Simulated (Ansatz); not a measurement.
# CHClSi₂ (SMILES Cl[Si]1=[Si]=C1): one structure at several levels

An exercise on one series of results from a longer session: the logs are not shown, and one member is left open.

Computed with Ansatz 0.2.0, Gaussian basis. Level: single points in def2-TZVPP.

Correlated methods freeze the cores.

## Starting geometry

5 atoms, charge 0, spin multiplicity 1.

Atoms are counted from 1 here; the program's logs count them from 0.

Bond lengths: Cl1–Si2 2.122 Å, Si2–Si3 2.376 Å, Si2–C4 1.843 Å, Si3–C4 1.864 Å, C4–H5 1.046 Å. Angles: Cl1–Si2–Si3 164.9°, Cl1–Si2–C4 114.4°, Si3–Si2–C4 50.5°, Si2–Si3–C4 49.8°, Si2–C4–Si3 79.7°, Si2–C4–H5 141.6°, Si3–C4–H5 138.7°.

Geometry (Å):

```
Cl   -1.9511   -1.5136    0.8152
Si   -0.9710   -0.0239   -0.3354
Si    0.6026    1.5053   -1.2464
C     0.8119    0.2049    0.0727
H     1.5632   -0.1629    0.7009
```

Set-up of the first run:

The input, run/in.yaml:

```yaml
crystal:
  periodic: [false, false, false]
  atoms:
    - {symbol: Cl, position_ang: [-1.951100, -1.513600, 0.815200]}
    - {symbol: Si, position_ang: [-0.971000, -0.023900, -0.335400]}
    - {symbol: Si, position_ang: [0.602600, 1.505300, -1.246400]}
    - {symbol: C, position_ang: [0.811900, 0.204900, 0.072700]}
    - {symbol: H, position_ang: [1.563200, -0.162900, 0.700900]}
basis:
  gaussian: {orbitals: def2-TZVPP}
correlation: {method: ccsd_t}
output: {forces: true}
```

No record of the launch command was kept for these runs.

Steps of the session up to this table: CCSD(T)/def2-TZVPP; PBE0-D4/def2-TZVPP; wB97M-V/def2-TZVPP; r2SCAN-D4/def2-TZVPP; PBE-D4/def2-TZVPP; BLYP-D4/def2-TZVPP; BHLYP-D4/def2-TZVPP.

One of the session's tables, all rows but one given; the rest of the session is left out.

```
   method  RMS force component (eV/Å)  angle to CCSD(T) forces (°)  dipole (D)
  CCSD(T)                       1.188                    reference        1.38
  PBE0-D4                       1.330                          4.9        1.39
  wB97M-V                       1.363                          6.5        1.75
r2SCAN-D4                       1.274                          5.3        1.21
   PBE-D4                           ?                            ?           ?
  BLYP-D4                       1.116                          8.9        1.33
 BHLYP-D4                       1.403                          8.8        1.67
```

Q: Estimate the row for PBE-D4 from the others.

As computed: RMS force component (eV/Å): 1.187; angle to CCSD(T) forces (°): 6.5; dipole (D): 1.22. In the column «RMS force component (eV/Å)» it lies between BLYP-D4 (1.116) and CCSD(T) (1.188).
